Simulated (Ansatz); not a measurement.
# N2Ti: the cost of one run

The runs use Ansatz 0.2.0, Gaussian basis; def2-TZVPP, core rule «outside noble gas», up to 11 orbitals frozen.

To be run: UHF; CCSD(T) on ROHF; CCSD(T) on UHF; CCSDT(Q) on ROHF; CCSDT(Q) on UHF.

7 further runs of the same task are left out: 3 for a known fault of the program, 4 set aside as unsound or not needed.

### 1 The system

The geometry is a PBE0/def2-TZVP stationary point (not a proven minimum) of the parent state, kept for this charge and spin.

3 atoms, charge 1, spin multiplicity 2.

Atoms are counted from 1 here; the program's logs count them from 0.

Bond lengths: Ti1–N2 1.966 Å, Ti1–N3 1.966 Å, N2–N3 1.180 Å. Angles: N2–Ti1–N3 34.9°, Ti1–N2–N3 72.5°, Ti1–N3–N2 72.5°.

### 2 UHF

in.yaml

```yaml
crystal:
  periodic: [false, false, false]
  atoms:
    - {symbol: Ti, position_ang: [0.000000, 0.000000, -0.692340]}
    - {symbol: N, position_ang: [0.000000, 0.589763, 1.183014]}
    - {symbol: N, position_ang: [0.000000, -0.589763, 1.183014]}
basis:
  gaussian: {orbitals: def2-TZVPP}
total_charge: 1
magnetization: {spin_polarized: true, initial_magnetization: 1}
hamiltonian: {xc: hf}
output: {orbitals: {seedname: orbitals}}
```

Run with:

```console
> ansatz run in.yaml --threads 1 --pin off --events-out ev --progress --plain --max-ram 4096MiB --backend cpu
```

**Question.** How long does this run take on 1 thread of AMD EPYC 7R13, shared host, and how much memory does it need?

About 1.7 min, with a peak of 0.37 GiB.
